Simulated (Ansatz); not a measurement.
# WSe2: the cost of one run

Computed with Ansatz 0.2.0 (DFT PBE+U (U_eff = 1 eV on W d), plane waves, PAW, no spin–orbit coupling unless a run says so, unless a step's input says otherwise).

## (1) The structure to begin with

The structure is hexagonal, space group P6_3/mmc (No. 194). Conventional cell: a = 3.290 Å, b = 3.290 Å, c = 12.970 Å, α = 90.00°, β = 90.00°, γ = 120.00°. W (site symmetry -6m2) has 6 Se at 2.53 Å as nearest neighbours. Se (site symmetry 3m) has 3 W at 2.53 Å as nearest neighbours.

Structure file:

```cif
data_structure
_symmetry_space_group_name_H-M 'P6_3/mmc'
_symmetry_Int_Tables_number 194
_cell_length_a 3.2900
_cell_length_b 3.2900
_cell_length_c 12.9700
_cell_angle_alpha 90.000
_cell_angle_beta 90.000
_cell_angle_gamma 120.000
_cell_volume 121.58
loop_
_atom_site_label
_atom_site_type_symbol
_atom_site_symmetry_multiplicity
_atom_site_Wyckoff_symbol
_atom_site_fract_x
_atom_site_fract_y
_atom_site_fract_z
_atom_site_occupancy
W1 W 2 c 0.33333 0.66667 0.25000 1
Se1 Se 4 f 0.33333 0.66667 0.62100 1
```

Magnetic order typed: ferromagnetic.

## (2) From atoms, symmetry kept, no search

The input, input.yaml:

```yaml
crystal:
  lattice:
    - [3.28999882, 0.0, 0.0]
    - [-1.64499941, 2.84922255, 0.0]
    - [0.0, 0.0, 12.97000144]
  atoms:
    - { symbol: W, position: [0.3333333333, 0.6666666667, 0.25], spin: 2.0 }
    - { symbol: W, position: [0.6666666667, 0.3333333333, 0.75], spin: 2.0 }
    - { symbol: Se, position: [0.3333333333, 0.6666666667, 0.621] }
    - { symbol: Se, position: [0.6666666667, 0.3333333333, 0.121] }
    - { symbol: Se, position: [0.3333333333, 0.6666666667, 0.879] }
    - { symbol: Se, position: [0.6666666667, 0.3333333333, 0.379] }
basis:
  ecutwfc: 420
  ecutrho_ratio: 4
kpoints:
  mp_grid: { grid: [7, 7, 2] }
hamiltonian:
  xc: pbe
  hubbard:
    sites: [{ site: 0, l: d, u_eff: 1.0 }, { site: 1, l: d, u_eff: 1.0 }]
scf:
  occupations: { method: gaussian, width: 0.05 }
  lower_state_search: "off"
  max_iter: 150
output:
  forces: true
  stress: true
  eigenvalues: true
  populations: true
  hubbard: { sites: [{ site: 0, l: d }, { site: 1, l: d }] }
magnetization:
  spin_polarized: true
```

Launch:

```bash
ansatz run input.yaml --threads 4 --pin off --max-ram 6144MiB --backend cpu --events-out ev --progress --plain --runs-dir out
```

Q: Estimate wall time and peak memory on 4 threads of Arm Neoverse N1, shared host.

About 12 s, with a peak of 0.63 GiB.
